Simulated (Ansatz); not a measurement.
# InSe2: the cost of one run

Computed with Ansatz 0.2.0 (DFT r2SCAN, scalar-relativistic, plane waves, PAW, unless a step's input says otherwise).

## 1. The starting structure

The structure is tetragonal, space group P4/nmm (No. 129). The conventional cell has a = 3.895 Å, b = 3.895 Å, c = 9.626 Å, α = 90.00°, β = 90.00°, γ = 90.00°. In (site symmetry 4mm) has 4 Se at 2.84 Å as nearest neighbours. Around Se (site symmetry 4mm) lie 4 In at 2.84 Å. Se (site symmetry -4m2) is surrounded by 4 Se at 2.75 Å.

Coordinates:

```cif
data_structure
_symmetry_space_group_name_H-M 'P 1'
_symmetry_Int_Tables_number 1
_cell_length_a 3.8949
_cell_length_b 3.8949
_cell_length_c 9.6262
_cell_angle_alpha 90.000
_cell_angle_beta 90.000
_cell_angle_gamma 90.000
_cell_volume 146.03
loop_
_atom_site_label
_atom_site_type_symbol
_atom_site_fract_x
_atom_site_fract_y
_atom_site_fract_z
_atom_site_occupancy
In1 In 0.00000 0.50000 0.70647 1
In2 In 0.50000 0.00000 0.29353 1
Se1 Se 0.00000 0.50000 0.36621 1
Se2 Se 0.50000 0.00000 0.63379 1
Se3 Se 0.00000 0.00000 0.00000 1
Se4 Se 0.50000 0.50000 0.00000 1
```

This is candidate A: structure listed in a database for this formula (P4/nmm, No. 129).

(A quick probe on a coarse mesh, which set the mesh and smearing, is not shown.)

## 3. The relaxation (candidate A)

input.yaml

```yaml
crystal:
  lattice:
    - [3.894893, 0.0, 0.0]
    - [0.0, 3.894893, 0.0]
    - [0.0, 0.0, 9.626231]
  atoms:
    - { symbol: In, position: [0.0, 0.5, 0.706468] }
    - { symbol: In, position: [0.5, 0.0, 0.293532] }
    - { symbol: Se, position: [0.0, 0.5, 0.366212] }
    - { symbol: Se, position: [0.5, 0.0, 0.633788] }
    - { symbol: Se, position: [0.0, 0.0, 0.0] }
    - { symbol: Se, position: [0.5, 0.5, 0.0] }
basis:
  ecutwfc: 500
kpoints:
  mp_grid: { grid: [10, 10, 4] }
hamiltonian:
  xc: r2scan
scf:
  occupations: { method: gaussian, width: 0.1 }
output:
  forces: true
  stress: true
  eigenvalues: true
  write_density: true
  write_potential: true
  elf: true
  volumetric_format: npy
relax:
  adjacent_minimum: "off"
  f_tol: 0.01
  max_steps: 80
  cell: { stress_tol: 0.05 }
```

On the command line:

```sh
$ ansatz run input.yaml --threads 1 --pin off --max-ram 3072MiB --backend cpu --events-out ev --progress --plain --runs-dir out
```

Q: Estimate wall time and peak memory on 1 thread of Arm Neoverse V2, shared host.

About 8.8 min, with a peak of 0.99 GiB.
